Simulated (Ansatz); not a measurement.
# Ge (Ge, ST12): the cost of one run

Program: Ansatz 0.2.0. Level of theory: DFT LDA (PW92), plane waves (420 eV) with PAW, scalar-relativistic; the PAW data stem from PBE, with regenerated cores. These are calculated values, not measurements.

**1. Starting point**

The structure is tetragonal, space group P4_32_12 (No. 96). Conventional cell: a = 5.930 Å, b = 5.930 Å, c = 6.980 Å, α = 90.00°, β = 90.00°, γ = 90.00°. Ge (site symmetry 2) is surrounded by 4 Ge at 2.48 to 2.49 Å. Ge (site symmetry 1) is surrounded by 4 Ge at 2.48 to 2.49 Å.

Structure file:

```cif
data_structure
_symmetry_space_group_name_H-M 'P 1'
_symmetry_Int_Tables_number 1
_cell_length_a 5.9300
_cell_length_b 5.9300
_cell_length_c 6.9800
_cell_angle_alpha 90.000
_cell_angle_beta 90.000
_cell_angle_gamma 90.000
_cell_volume 245.45
loop_
_atom_site_label
_atom_site_type_symbol
_atom_site_fract_x
_atom_site_fract_y
_atom_site_fract_z
_atom_site_occupancy
Ge1 Ge 0.09120 0.09120 0.00000 1
Ge2 Ge 0.40880 0.59120 0.75000 1
Ge3 Ge 0.90880 0.90880 0.50000 1
Ge4 Ge 0.59120 0.40880 0.25000 1
Ge5 Ge 0.17300 0.37840 0.24860 1
Ge6 Ge 0.12160 0.67300 0.99860 1
Ge7 Ge 0.82700 0.62160 0.74860 1
Ge8 Ge 0.87840 0.32700 0.49860 1
Ge9 Ge 0.67300 0.12160 0.00140 1
Ge10 Ge 0.62160 0.82700 0.25140 1
Ge11 Ge 0.32700 0.87840 0.50140 1
Ge12 Ge 0.37840 0.17300 0.75140 1
```

**2. Relaxing cell and atoms**

Contents of input.yaml:

```yaml
crystal:
  lattice:
    - [5.93, 0.0, 0.0]
    - [0.0, 5.93, 0.0]
    - [0.0, 0.0, 6.98]
  atoms:
    - { symbol: Ge, position: [0.0912, 0.0912, 0.0] }
    - { symbol: Ge, position: [0.4088, 0.5912, 0.75] }
    - { symbol: Ge, position: [0.9088, 0.9088, 0.5] }
    - { symbol: Ge, position: [0.5912, 0.4088, 0.25] }
    - { symbol: Ge, position: [0.173, 0.3784, 0.2486] }
    - { symbol: Ge, position: [0.1216, 0.673, 0.9986] }
    - { symbol: Ge, position: [0.827, 0.6216, 0.7486] }
    - { symbol: Ge, position: [0.8784, 0.327, 0.4986] }
    - { symbol: Ge, position: [0.673, 0.1216, 0.0014] }
    - { symbol: Ge, position: [0.6216, 0.827, 0.2514] }
    - { symbol: Ge, position: [0.327, 0.8784, 0.5014] }
    - { symbol: Ge, position: [0.3784, 0.173, 0.7514] }
hamiltonian:
  xc: lda
  pseudopotentials:
    kind: paw
    azcp:
      Ge: "pseudopotentials/Ge.paw.azcp"
basis:
  ecutwfc: 420
  fft_grid_basis: typed
kpoints:
  mp_grid: { grid: [3, 3, 3], shift: [0, 0, 0] }
magnetization:
  spin_polarized: false
scf:
  occupations: { method: fermi_dirac, width: 0.05 }
relax:
  max_steps: 60
  f_tol: 0.01
  cell: {}
```

**Question.** How long does this run take on 2 threads of an x86-64 CPU, shared host, and how much memory does it need?

About 42 s, with a peak of 0.75 GiB.
